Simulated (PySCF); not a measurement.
# [Ce(OH)3]+: other functionals and bases at one geometry

One table from this session's results is given with a row withheld; the runs are named, their logs left out.

The runs use PySCF 2.14.0; several levels, as the steps say, no spin–orbit coupling.

1 further run of the same task is left out (for a known fault of the program).

## Where the work starts

7 atoms, charge 1, spin multiplicity 1.

Bond lengths: Ce1–O2 1.999 Å, Ce1–H3 2.952 Å, Ce1–O4 1.999 Å, Ce1–H5 2.952 Å, Ce1–O6 1.999 Å, Ce1–H7 2.952 Å, O2–H3 0.966 Å, O4–H5 0.966 Å, O6–H7 0.966 Å. Angles: O2–Ce1–H3 3.7°, O2–Ce1–O4 107.0°, O2–Ce1–H5 104.9°, O2–Ce1–O6 107.0°, O2–Ce1–H7 104.9°, H3–Ce1–O4 104.9°, H3–Ce1–H5 102.7°, H3–Ce1–O6 104.9°, H3–Ce1–H7 102.7°, O4–Ce1–H5 3.7°, O4–Ce1–O6 107.0°, O4–Ce1–H7 104.9°, H5–Ce1–O6 104.9°, H5–Ce1–H7 102.7°, O6–Ce1–H7 3.7°, Ce1–O2–H3 168.6°, Ce1–H3–O2 7.7°, Ce1–O4–H5 168.6° and more.

As a file:

```xyz
7

Ce    0.00000    0.00000   -0.72105
O     1.85482   -0.00002    0.02394
H     2.66260   -0.00002    0.55348
O    -0.92740    1.60633    0.02394
H    -1.33128    2.30589    0.55348
O    -0.92742   -1.60631    0.02394
H    -1.33132   -2.30587    0.55348
```

Formal oxidation states: Ce +4. The 4f shell is empty and lies in the core potential. An earlier session relaxed this geometry at PBE0, Ce lcecp-2-SVP with ECP46, O def2-SVP, H def2-SVP (singlet, point group C3v).

At PBE0 on the finer grid: E = -265.554069 Eh, frontier levels not given, since the 4f levels lie in the core, Mulliken charge on Ce1 +1.67 e, largest force component 0.006 eV/Å. The large-core potential holds the 4f shell empty.

Levels to run: PBE; BP86; PBE0, TZVP. Hardware: 2 threads of Arm Neoverse V1, shared host.

Set-up of the first run:

run.py (the lines that set the calculation) reads:

```python
mol = gto.M(atom='''
Ce     0.00000     0.00000    -0.72105
O      1.85482    -0.00002     0.02394
H      2.66260    -0.00002     0.55348
O     -0.92740     1.60633     0.02394
H     -1.33128     2.30589     0.55348
O     -0.92742    -1.60631     0.02394
H     -1.33132    -2.30587     0.55348''',
    basis={'Ce': 'lcecp-2-SVP', 'O': 'def2-SVP', 'H': 'def2-SVP'},
    ecp={'Ce': 'lcecp-2-SVP'},
    charge=1, spin=0)
mf = dft.RKS(mol, xc='PBE')
mf.grids.atom_grid = (75, 302)  # f atoms: unpruned, at least (60, 302)
mf = mf.density_fit()  # fitting sets: Ce AutoAux, O def2-universal-JKFIT, H def2-universal-JKFIT
mf.conv_tol = 1e-08; mf.max_cycle = 55
mf.kernel(dm0)  # dm0: the density of the relaxed state
```

The run is started by

```sh
> OMP_NUM_THREADS=2 python run.py
```

Among the steps run: PBE; BP86; PBE0, TZVP.

One table of the session follows, with a row left open; its other results are not shown here.

```
              level  charge on Ce1 (e)  dipole (D)  largest force component (eV/Å)
PBE0 (relaxed here)               1.67        1.41                            0.01
                PBE               1.46        1.04                            0.63
               BP86                  ?           ?                               ?
         PBE0, TZVP               1.96        1.58                            0.37
```

Estimate the missing values for BP86.

As computed: charge on Ce1 (e): 1.48; dipole (D): 1.07; largest force component (eV/Å): 0.71. In the column «charge on Ce1 (e)» it lies between PBE (1.46) and PBE0 (relaxed here) (1.67).

The dipole of a charged species depends on the origin, so these sizes hold for this origin alone.

The largest leftover force, 0.71 eV/Å with BP86, stands at a geometry relaxed at another level. With 4f in the core, its levels are missing from HOMO and gap, and its count is fixed, so no charge can pass from the ligands into it. Total energies of different levels can't be compared.
